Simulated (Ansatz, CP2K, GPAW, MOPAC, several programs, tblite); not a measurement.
**KCdCO3F: cheap methods against density-functional theory**

Aim: run KCdCO3F through methods of unlike cost and see what each gets, and at what price.

Computed with MOPAC, tblite, CP2K, Ansatz, GPAW (versions at each run) (no spin polarisation, static lattice; gaps from single points on the cell relaxed beforehand with r²SCAN, unless a step's input says otherwise).

4 further runs of the same task are left out: 4 set aside as unsound or not needed.

### Step 1. The starting structure

Symmetry: P-6m2, No. 187, hexagonal system. The conventional cell has a = 5.042 Å, b = 5.042 Å, c = 4.424 Å, α = 90.00°, β = 90.00°, γ = 120.00°. K (site symmetry -6m2) is surrounded by 6 O at 2.75 Å and 3 F at 2.91 Å. Cd (site symmetry -6m2) has 2 F at 2.21 Å and 6 O at 2.53 Å as nearest neighbours. Around C (site symmetry -6m2) lie 3 O at 1.28 Å. Around O (site symmetry mm2) lie 1 C at 1.28 Å. F (site symmetry -6m2) is surrounded by 2 Cd at 2.21 Å and 3 K at 2.91 Å.

As a file:

```cif
data_structure
_symmetry_space_group_name_H-M 'P-6m2'
_symmetry_Int_Tables_number 187
_cell_length_a 5.0419
_cell_length_b 5.0419
_cell_length_c 4.4241
_cell_angle_alpha 90.000
_cell_angle_beta 90.000
_cell_angle_gamma 120.000
_cell_volume 97.40
loop_
_atom_site_label
_atom_site_type_symbol
_atom_site_symmetry_multiplicity
_atom_site_Wyckoff_symbol
_atom_site_fract_x
_atom_site_fract_y
_atom_site_fract_z
_atom_site_occupancy
K1 K 1 a 0.00000 0.00000 0.00000 1
Cd1 Cd 1 f 0.66667 0.33333 0.50000 1
C1 C 1 d 0.33333 0.66667 0.50000 1
O1 O 3 k 0.18641 0.37283 0.50000 1
F1 F 1 e 0.66667 0.33333 0.00000 1
```

**Question.** The methods are PM6, PM7, GFN1-xTB (tblite), GFN2-xTB (tblite), PBE/DZVP, PBE/SZV, coarse PBE, GLLB-SC, PBE, r2SCAN. What gap does r2SCAN give on this cell, and which other methods (full PBE left aside) come nearest to r2SCAN and farthest in gap, volume and bulk modulus?

| quantity | value |
| --- | --- |
| r2SCAN | gap 2.68 eV, 13.91 Å³/atom, B₀ 115 GPa |
| gap: nearest and farthest of the other methods | PM6 (-0.04 eV), PM7 (+5.67 eV) |
| volume: nearest and farthest of the other methods | PM7 (+0.3 %), PBE/DZVP (+5.1 %) |
| bulk modulus: nearest and farthest of the other methods | PBE/DZVP (-11 %), PM7 (+38 %) |

**Reading.** Among the 7 methods compared for the gap (full PBE left aside), PM6 is nearest to r2SCAN and PM7 farthest. For the volume, of the 3 methods compared (full PBE left aside), PM7 comes nearest to r2SCAN and PBE/DZVP is farthest. For the bulk modulus, of the 3 methods compared (full PBE left aside), PBE/DZVP comes nearest to r2SCAN and PM7 is farthest. A minimal basis or a coarse cutoff and mesh shifts results by its own error, so closeness to r2SCAN can be chance. Cluster runs see only the k-points that fold onto the zone centre, so their gaps can miss the band edges. GLLB-SC is compared with its derivative discontinuity added. GFN1-xTB (tblite) ended in an unphysical state and is left out of the comparison. No volume is given for PM6, PBE/SZV, coarse PBE, which can hide a larger miss. CPU times run from 1.9 s (PM6) to 2.1 min (GLLB-SC). On this cell PBE/DZVP, GLLB-SC cost more than r2SCAN itself (29 s), so they are no saving here. r2SCAN is a yardstick, not the truth: it usually gives gaps below the measured ones.
